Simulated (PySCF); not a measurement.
# C3H10AsGeN: electronic excitations

What electronic excitations should C3H10AsGeN (`C=[CH][Ge@H]([AsH2])[NH]C`) show?

Programs: PySCF 2.14.0, with density-fitted response routines of our own. Each step states its level of theory. These are calculated values for one molecule in the gas phase, unless marked as measured. Atoms are numbered from 0 throughout.

### Step 1. The molecule as given

16 atoms, charge 0, multiplicity 1; geometry from: GFN2-xTB.

Bonds of the start (Å): C0–C1 1.32, C1–Ge2 1.97, Ge2–As3 2.40, Ge2–N4 1.84, N4–C5 1.45, C0–H6 1.08, C0–H7 1.08, C1–H8 1.08, Ge2–H9 1.56, As3–H10 1.50, As3–H11 1.50, N4–H12 1.01, C5–H13 1.09, C5–H14 1.10, C5–H15 1.09.

### Step 2. Excited states and response: B3LYP/def2-SVPD

The job: settings as JSON, then the geometry in Å.

```
{"job": {"kind": "uv", "xc": "B3LYP", "basis": "def2-SVPD", "nstates": 8, "ntriplets": 3}, "charge": 0, "multiplicity": 1}
C      2.000857    -1.571368    -0.045657
C      1.560130    -0.660241    -0.894835
Ge    -0.020249     0.460214    -0.555780
As     0.293206     2.556882     0.575084
N     -1.082477    -0.567942     0.540439
C     -2.258766    -0.027861     1.191493
H      2.880297    -2.171829    -0.230789
H      1.481033    -1.756727     0.881837
H      2.100764    -0.481703    -1.816315
H     -0.675321     0.664441    -1.953501
H      1.120854     1.865586     1.617419
H      1.539855     2.824963    -0.217826
H     -1.264909    -1.499909     0.193474
H     -2.013965     0.965024     1.580231
H     -3.124480     0.072339     0.525867
H     -2.544427    -0.662925     2.033640
```

Method: TDDFT B3LYP/def2-SVPD, vertical, gas phase, core orbitals frozen in the response.

On the command line:

```console
OMP_NUM_THREADS=1 python probes_run.py task.json out
```

The driver reads the jobs from task.json and runs them one after another.

What will the session give for the following? lowest singlet (B3LYP/def2-SVPD); brightest single state of those computed; lowest triplet. Wanted: lowest singlet; brightest single state of those computed; lowest triplet.

**Answer**, as computed:

| quantity | value |
| --- | --- |
| lowest singlet (B3LYP/def2-SVPD) | 4.67 eV (265 nm), f = 0.010 |
| brightest single state of those computed | state 4, 5.74 eV, f = 0.195 |
| lowest triplet | 4.28 eV |

**Reading.** The lowest singlet, at 4.67 eV, is HOMO→LUMO 0.99 and is weak; of the 8 states computed, the strongest absorption comes from state 4 at 5.74 eV (the last state computed is bright too, and its partners may lie past the list). The lowest triplet lies 0.39 eV below the lowest singlet (triplets in Tamm-Dancoff, singlets in full TDDFT).
